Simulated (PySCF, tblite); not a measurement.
# C₃H₆BCl₂Si radical: geometry, infrared bands and EPR parameters

What infrared bands and EPR parameters should C₃H₆BCl₂Si radical (`[H]/[C]=C\[SiH2]CB(Cl)Cl`) show?

The runs use tblite 0.8.0 and PySCF 2.14.0, with density-fitted response routines of our own; the level of theory stands in each step. All values are computed, except where a source is named. Atoms are numbered from 0 throughout.

### 1 The molecule as given

13 atoms, charge 0, multiplicity 2; geometry from: force field or distance geometry start.

Bonds of the start (Å): C0–C1 1.32, C1–Si2 1.85, Si2–C3 1.85, C3–B4 1.59, B4–Cl5 1.84, B4–Cl6 1.86, C0–H7 1.08, C1–H8 1.10, Si2–H9 1.50, Si2–H10 1.46, C3–H11 1.11, C3–H12 1.12.

### 2 Geometry optimisation with GFN2-xTB

Job settings and geometry (Å):

```
{"job": {"kind": "relax", "xc": "GFN2-xTB", "basis": "xTB"}, "charge": 0, "multiplicity": 2}
C     -3.019800     0.459000     0.341000
C     -1.890800     0.092100     0.908400
Si    -0.481800    -0.670700    -0.026000
C      0.896400     0.556100    -0.051600
B      2.269400    -0.043300    -0.588900
Cl     2.972000    -1.608800     0.076400
Cl     3.510300     1.211300    -1.185900
H     -3.105400     0.308100    -0.725500
H     -1.731000     0.214400     1.988100
H     -0.989600    -0.924300    -1.409400
H     -0.110800    -1.987800     0.490400
H      0.627200     1.351200    -0.778900
H      1.049400     1.043300     0.944300
```

On the command line:

```bash
OMP_NUM_THREADS=1 python probes_run.py task.json out
```

This one command runs all jobs of the session in turn.

**Question.** This job is followed by: GFN2-xTB harmonic vibrations, gas phase; UKS B3LYP, pcH-1 on B C Cl H Si, non-relativistic, mean-field spin-orbit, GIAO. Predict these results of the whole session: strongest single infrared mode (GFN2-xTB); zero-point energy (GFN2-xTB); g(iso) (B3LYP); ⟨S²⟩; largest a(iso) (averaged by class); potential on the surface of density 0.002 e/bohr³, 1st and 99th percentile.

**Answer**, as computed:

| quantity | value |
| --- | --- |
| strongest single infrared mode (GFN2-xTB) | 1051 cm⁻¹, 342 km/mol |
| zero-point energy (GFN2-xTB) | 48.1 kcal/mol |
| g(iso) (B3LYP) | 2.00219 |
| ⟨S²⟩ | 0.758 (exact 0.75) |
| largest a(iso) (averaged by class) | 13C on C0, 297.5 MHz |
| potential on the surface of density 0.002 e/bohr³, 1st and 99th percentile | -0.47 V and 1.34 V |

What this shows: The optimisation took 79 steps and gained 0.898 eV; among the close pairs (by a distance rule), B4–Cl6 changed most, from 1.863 to 1.727 Å. No mode is imaginary among the 33: a minimum at this level. The strongest single mode, at 1051 cm⁻¹, moves mainly B4 and C3. GFN2-xTB is a fitted tight-binding method: band positions and strengths are rough. Its intensities can rank the bands wrongly. Most of the unpaired spin sits on C0 (0.97 e). The isotropic g lies 0.1 ppt below the free-electron value. These values are for one conformer; the search (at its own cheap level) found 2 more, at 0.71, 1.54 kcal/mol, and measured spectra average over such forms.
